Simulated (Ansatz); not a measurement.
# CH6BPSi: one species, many methods

The task here is to estimate one member of a computed series from the others.

Method: functionals in def2-TZVPP, the program's frozen cores in correlated methods; program: Ansatz 0.2.0, Gaussian basis.

Plan: LDA (SPW92), PBE-D4, revPBE-D4, BLYP-D4, r2SCAN-D4, B97M-V, PBE0-D4, B3LYP-D4, r2SCANh-D4, r2SCAN0-D4, HSE06-D4, BHLYP-D4, CAM-B3LYP-D4, LC-ωPBE, ωB97X-V, ωB97M-V, B2PLYP, PBE-QIDH; CCSD(T)/def2-SVP; CCSD(T)/def2-TZVPP; MP2/def2-QZVPP; extrapolation to the limit; RPA on PBE.

## The relaxed structure

All runs share one geometry, relaxed beforehand with PBE0-D4 in a triple-zeta def2 set.

SMILES `C[SiH]1BP1`, 10 atoms, charge 0, spin multiplicity 1.

Atoms are counted from 1 here; the program's logs count them from 0.

Bond lengths: C1–Si2 1.867 Å, C1–H5 1.092 Å, C1–H6 1.093 Å, C1–H7 1.091 Å, Si2–B3 1.940 Å, Si2–P4 2.280 Å, Si2–H8 1.483 Å, B3–P4 1.848 Å, B3–H9 1.187 Å, P4–H10 1.420 Å. Angles: Si2–C1–H5 110.8°, Si2–C1–H6 109.9°, Si2–C1–H7 110.8°, H5–C1–H6 108.1°, H5–C1–H7 108.8°, H6–C1–H7 108.5°, C1–Si2–B3 122.7°, C1–Si2–P4 127.9°, C1–Si2–H8 112.4°, B3–Si2–P4 51.2°, B3–Si2–H8 124.1°, P4–Si2–H8 101.6°, Si2–B3–P4 74.0°, Si2–B3–H9 142.0°, P4–B3–H9 136.3°, Si2–P4–B3 54.9°, Si2–P4–H10 122.8°, B3–P4–H10 102.6°.

Coordinates:

```mol
CH6BPSi
  3D, bonds by distance, orders not assigned

 10 10  0  0  0  0  0  0  0  0999 V2000
   -1.3188    0.6058   -0.7653 C   0  0
   -0.3055   -0.6711    0.1453 Si  0  0
    1.0294   -0.1969    1.4714 B   0  0
    1.9529   -0.9795    0.0744 P   0  0
   -1.3412    0.3909   -1.8360 H   0  0
   -2.3477    0.5963   -0.3952 H   0  0
   -0.9075    1.6052   -0.6168 H   0  0
   -0.8024   -2.0502   -0.0783 H   0  0
    1.2667    0.6038    2.3151 H   0  0
    2.8574    0.0446   -0.3116 H   0  0
  1  2  8  0
  2  3  8  0
  3  4  8  0
  1  5  8  0
  1  6  8  0
  1  7  8  0
  2  8  8  0
  3  9  8  0
  4 10  8  0
  2  4  8  0
M  END
```

Set-up of the first run:

The input, in.yaml:

```yaml
crystal:
  periodic: [false, false, false]
  atoms:
    - {symbol: C, position_ang: [-1.318828, 0.605756, -0.765329]}
    - {symbol: Si, position_ang: [-0.305547, -0.671058, 0.145292]}
    - {symbol: B, position_ang: [1.029438, -0.196946, 1.471360]}
    - {symbol: P, position_ang: [1.952866, -0.979465, 0.074368]}
    - {symbol: H, position_ang: [-1.341244, 0.390872, -1.835961]}
    - {symbol: H, position_ang: [-2.347717, 0.596303, -0.395220]}
    - {symbol: H, position_ang: [-0.907477, 1.605188, -0.616761]}
    - {symbol: H, position_ang: [-0.802376, -2.050197, -0.078261]}
    - {symbol: H, position_ang: [1.266726, 0.603806, 2.315100]}
    - {symbol: H, position_ang: [2.857358, 0.044639, -0.311586]}
basis:
  gaussian: {orbitals: def2-TZVPP}
hamiltonian: {xc: lda}
output: {orbitals: {seedname: orbitals}}
```

Run with:

```sh
ansatz run in.yaml --threads 2 --pin off --events-out ev --progress --plain --max-ram 4352MiB
```

Steps of the session up to this table: LDA; PBE-D4 (GGA); revPBE-D4 (GGA); BLYP-D4 (GGA); r2SCAN-D4 (meta-GGA); B97M-V (meta-GGA); B3LYP-D4 (hybrid); r2SCANh-D4 (hybrid); r2SCAN0-D4 (hybrid); HSE06-D4 (hybrid); BHLYP-D4 (hybrid); CAM-B3LYP-D4 (range-separated); LC-ωPBE (range-separated); ωB97X-V (range-separated); ωB97M-V (range-separated); B2PLYP (double hybrid); PBE-QIDH (double hybrid).

One table of the session follows, with a row left open; its other results are not shown here.

It belongs to the step «Frontier levels by functional». 

```
  functional  HOMO (eV)  LUMO (eV)  gap (eV)
 LDA (SPW92)      -5.82      -3.09      2.73
      PBE-D4      -5.70      -2.91      2.80
   revPBE-D4      -5.66      -2.83      2.82
     BLYP-D4      -5.53      -2.70      2.83
   r2SCAN-D4      -5.89      -2.72      3.17
      B97M-V      -5.92      -2.71      3.21
     PBE0-D4      -6.70      -2.03      4.67
    B3LYP-D4          ?          ?         ?
  r2SCANh-D4      -6.26      -2.40      3.86
  r2SCAN0-D4      -6.82      -1.93      4.89
    HSE06-D4      -6.31      -2.41      3.90
    BHLYP-D4      -7.53      -0.98      6.55
CAM-B3LYP-D4      -7.90      -0.87      7.02
     LC-ωPBE      -9.19       0.16      9.35
     ωB97X-V      -8.87       0.10      8.97
     ωB97M-V      -8.71      -0.05      8.65
```

Q: Estimate the row for B3LYP-D4 from the others.

Worked estimate for «HOMO (eV)». Against the share of exact exchange, BLYP-D4 (0, -5.53), BHLYP-D4 (0.5, -7.53) give a slope of -4.00 per unit share; at 0.2 the line stands at -6.33.

As computed: HOMO (eV): -6.49; LUMO (eV): -2.17; gap (eV): 4.32. In «HOMO (eV)» the line misses by +0.16.
